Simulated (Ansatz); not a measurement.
## Molecular dynamics of WC

Input file:

```yaml
accuracy: low
crystal:
  lattice:
    - [-2.88609, -4.998855, 0.0]
    - [4.329135, -2.499427, 0.0]
    - [0.0, 0.0, 5.64834]
  atoms:
    - { symbol: W, position: [0.76525285, 0.46511253, 0.01738517] }
    - { symbol: C, position: [0.53536118, 0.64772057, 0.27861408] }
    - { symbol: W, position: [0.76150058, 0.5122174, 0.52576354] }
    - { symbol: C, position: [0.51567958, 0.62521071, 0.75899106] }
    - { symbol: W, position: [0.50026564, -0.00531192, 0.02576004] }
    - { symbol: C, position: [0.26011478, 0.14514787, 0.26348986] }
    - { symbol: W, position: [0.48742646, -0.0226956, 0.52993203] }
    - { symbol: C, position: [0.26328679, 0.16832467, 0.77777529] }
    - { symbol: W, position: [0.25958494, 0.46025342, 0.01868274] }
    - { symbol: C, position: [0.0271642, 0.6493468, 0.29025695] }
    - { symbol: W, position: [0.2516421, 0.46024067, 0.5023094] }
    - { symbol: C, position: [-0.0200003, 0.63724685, 0.77620329] }
    - { symbol: W, position: [0.01984377, -0.03222053, 0.03506979] }
    - { symbol: C, position: [0.78446395, 0.14325543, 0.25602714] }
    - { symbol: W, position: [0.01165481, 0.00924923, 0.52041073] }
    - { symbol: C, position: [0.743489, 0.15679928, 0.7901468] }
basis:
  ecutwfc: 420.0
kpoints:
  mp_grid: { grid: [3, 3, 3] }
hamiltonian:
  xc: pbesol
  pseudopotentials: { kind: paw, azcp: { folder: soft_1 } }
scf:
  occupations: { method: fermi_dirac, width: 0.17 }
  lower_state_search: "off"
md:
  timestep: 1
  n_steps: 189
  ensemble: nvt_langevin
  temperature: 1600.0
  initial_velocities: maxwell_boltzmann
  seed: 829063
  friction: 0.02
  temperature_schedule:
    - { n_steps: 142, end_temperature: 300.0 }
    - { n_steps: 47, end_temperature: 300.0 }
```

Launched with:

```bash
$ ansatz run input.yaml --threads 2 --pin off --max-ram 5120MiB --backend cpu --events-out ev --progress --plain --runs-dir out
```

It goes on from the last frame of an earlier run, with new velocities.

Output, in part (step lines):

```
md step     0: t =     0.00 fs  T =  1500.0 K (target 1600.0 K)  F+E_penalty+E_count = -84034.08044782 eV  E_kin = 3.102240 eV  (10 SCF iters)
md step     1: t =     1.00 fs  T =  1461.2 K (target 1595.4 K)  F+E_penalty+E_count = -84033.99605173 eV  E_kin = 3.021922 eV  (8 SCF iters)
md step     2: t =     2.00 fs  T =  1315.8 K (target 1586.3 K)  F+E_penalty+E_count = -84033.93046258 eV  E_kin = 2.721288 eV  (8 SCF iters)
md step     3: t =     3.00 fs  T =  1195.7 K (target 1577.1 K)  F+E_penalty+E_count = -84033.92014969 eV  E_kin = 2.472832 eV  (8 SCF iters)
md step     4: t =     4.00 fs  T =  1397.8 K (target 1568.0 K)  F+E_penalty+E_count = -84033.94855456 eV  E_kin = 2.890964 eV  (8 SCF iters)
md step     5: t =     5.00 fs  T =  1444.8 K (target 1558.8 K)  F+E_penalty+E_count = -84033.98911568 eV  E_kin = 2.988146 eV  (6 SCF iters)
md step     6: t =     6.00 fs  T =  1577.1 K (target 1549.6 K)  F+E_penalty+E_count = -84034.05045022 eV  E_kin = 3.261774 eV  (6 SCF iters)
md step     7: t =     7.00 fs  T =  1753.6 K (target 1540.5 K)  F+E_penalty+E_count = -84034.12958308 eV  E_kin = 3.626758 eV  (6 SCF iters)
[... lines left out ...]
md step   188: t =   188.00 fs  T =   568.8 K (target 300.0 K)  F+E_penalty+E_count = -84037.26953623 eV  E_kin = 1.176337 eV  (5 SCF iters)
md step   189: t =   189.00 fs  T =   552.2 K (target 300.0 K)  F+E_penalty+E_count = -84037.28225289 eV  E_kin = 1.142083 eV  (7 SCF iters)
```

The steps, from the saved trajectory:

| time (fs) | T (K) | potential energy less start (eV) |
| --- | --- | --- |
| 0 | 1500 | 0.000 |
| 6 | 1577 | 0.030 |
| 12 | 1961 | -0.442 |
| 18 | 2200 | -0.718 |
| 24 | 1844 | -0.415 |
| 30 | 1956 | -0.894 |
| 36 | 1918 | -1.120 |
| 42 | 1765 | -0.845 |
| 48 | 1283 | -0.605 |
| 54 | 1211 | -0.514 |
| 60 | 1222 | -0.431 |
| 66 | 1057 | -0.612 |
| 72 | 1134 | -1.036 |
| 78 | 1188 | -1.302 |
| 84 | 1030 | -1.346 |
| 90 | 1161 | -1.505 |
| 96 | 1507 | -1.918 |
| 102 | 1548 | -2.162 |
| 108 | 1363 | -1.959 |
| 114 | 1322 | -1.945 |
| 120 | 1195 | -2.058 |
| 126 | 994 | -1.795 |
| 132 | 784 | -1.588 |
| 138 | 733 | -1.670 |
| 144 | 729 | -1.905 |
| 150 | 799 | -2.170 |
| 156 | 676 | -2.387 |
| 162 | 750 | -2.717 |
| 168 | 691 | -3.023 |
| 174 | 693 | -3.232 |
| 180 | 584 | -3.224 |
| 186 | 523 | -3.169 |

All steps were run. The schedule's set-point averaged 409 K over the second half and the system 915 K, so it lags behind the ramp. A run of 0.19 ps of so small a system gives no equilibrium averages. Limits of this set-up: coarse k mesh, PAW files made for another functional, low accuracy level.

Mean squared displacements from the first frame to the last, about the centre of mass: W 0.01 Å², C 0.03 Å².

Last frame:

```xyz
16
Lattice="-2.8861 -4.9989 0.0000 4.3291 -2.4994 0.0000 0.0000 0.0000 5.6483" Properties=species:S:1:pos:R:3
W -0.003 -4.890 0.192
C 1.394 -4.067 1.597
W -0.008 -4.945 3.071
C 1.400 -4.005 4.491
W -1.463 -2.428 0.226
C -0.097 -1.687 1.695
W -1.459 -2.428 3.058
C -0.105 -1.603 4.369
W 1.376 -2.407 0.183
C 2.805 -1.583 1.631
W 1.396 -2.414 3.022
C 2.911 -1.564 4.459
W -0.016 0.053 0.233
C -1.407 -4.093 1.712
W 0.005 0.098 3.045
C -1.484 -4.060 4.524
```

The run took 31 min on 2 threads of Arm Neoverse V1, with other jobs on the host, peak memory 0.62 GiB.
